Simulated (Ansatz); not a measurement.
# Si: a line through a two-coordinate scan

The task here is to estimate one member of a computed series from the others.

Method: DFT LDA, scalar-relativistic, plane waves, PAW, in Ansatz 0.2.0.

1 further run of the same task is left out (set aside as unsound or not needed).

## The structure to begin with

The structure is cubic, space group Fd-3m (No. 227). Conventional cell: a = 5.402 Å, b = 5.402 Å, c = 5.402 Å, α = 90.00°, β = 90.00°, γ = 90.00°. Si (site symmetry -43m) has 4 Si at 2.34 Å as nearest neighbours.

Coordinates:

```xyz
2
Lattice="0.0000 2.7008 2.7008 2.7008 0.0000 2.7008 2.7008 2.7008 0.0000" Properties=species:S:1:pos:R:3 pbc="T T T"
Si    2.7008    2.7008    2.7008
Si    4.0512    4.0512    4.0512
```

This cell was relaxed beforehand with the same method: volume 19.70 Å³/atom, gap on the mesh 0.44 eV.

## Plan of the line

The energy is mapped over two homogeneous strains (x along [1 0 0], y along [0 1 0], z along [0 0 1] of the conventional cell).

The axes are (1) strain +e along x and -e along y: 9 values from −11.00 %; (2) strain +e along z and -e/2 along x and y: 9 values from −7.00 %.

Nothing else is relaxed (symmetry fixes all fractional coordinates). Energies count from the relaxed crystal. Points are written as (first, second).

The first run:

Input file input.yaml:

```yaml
crystal:
  lattice:
    - [0.0, 2.8695988747, 2.511743015]
    - [2.721054933, 0.0, 2.511743015]
    - [2.721054933, 2.8695988747, 0.0]
  atoms:
    - { symbol: Si, position: [0.5, 0.5, 0.5] }
    - { symbol: Si, position: [0.75, 0.75, 0.75] }
basis:
  ecutwfc: 420
kpoints:
  mp_grid: { grid: [12, 12, 12] }
hamiltonian:
  xc: lda
  pseudopotentials: { kind: paw, azcp: { folder: soft_1 } }
scf:
  occupations: { method: gaussian, width: 0.05 }
output:
  forces: true
  stress: true
  eigenvalues: true
```

Run with:

```sh
> ansatz run input.yaml --threads 1 --pin off --max-ram 2048MiB --backend cpu --events-out ev --progress --plain --runs-dir out
```

Steps of the session up to this table: Point (−2.75 %, −7.00 %); Point (−2.75 %, −5.25 %); Grid point (−2.75 %, −3.50 %); The run at (−2.75 %, −1.75 %); Point (−2.75 %, 0.00 %); Grid point (−2.75 %, 1.75 %); The run at (−2.75 %, 3.50 %); The run at (−2.75 %, 5.25 %); Point (−2.75 %, 7.00 %).

One of the session's tables, all rows but one given; the rest of the session is left out.

```
strain +e along z and -e/2 along x and y (%)  energy (meV/atom)  slope (meV/atom per %)  pressure (GPa)
                                       −7.00                 49                   −10.1          −0.127
                                       −5.25                 33                    −8.4          −0.024
                                       −3.50                  ?                       ?               ?
                                       −1.75                 12                    −3.3           0.015
                                        0.00                  9                    −0.4           0.005
                                        1.75                 11                     2.8          −0.003
                                        3.50                 19                     6.2          −0.012
                                        5.25                 33                     9.6          −0.030
                                        7.00                 53                    13.0          −0.088
```

Estimate the missing values for strain +e along z and -e/2 along x and y (%) = −3.50.

Worked estimate for «energy (meV/atom)». A straight line through the neighbours (−5.25, 33) and (−1.75, 12) gives 33 + (12 − 33) × (−3.50 − −5.25) / (−1.75 − −5.25) = 22; a parabola fitted to 4 rows on both sides gives 20.

As computed: energy (meV/atom): 20; slope (meV/atom per %): −6.0; pressure (GPa): 0.005. In «energy (meV/atom)» the line misses by +2 and the parabola by +0.

Energies count from the relaxed crystal. Slopes come from the forces (and the stress, where the cell changes), not from differences of energies.

The lowest point of the line is at 0.00 %, 9 meV/atom from the zero. Energies and slopes round the minimum, fitted together, put the minimum at 0.201 %, with a curvature of about 1.8 meV/atom per %². Divided by the reference volume, that is a stiffness of about 140 GPa for this pattern of strain. The highest point computed, at 7.00 %, lies 44 meV/atom above the lowest. The gap on the mesh reads zero on part of the line; semilocal functionals close small gaps early. This is one cut through a surface in two coordinates; the map's lowest point lies off it. The gap on the mesh closes on part of the grid.

Limits of these values: Warnings in the runs' records: pseudo functional mismatch.
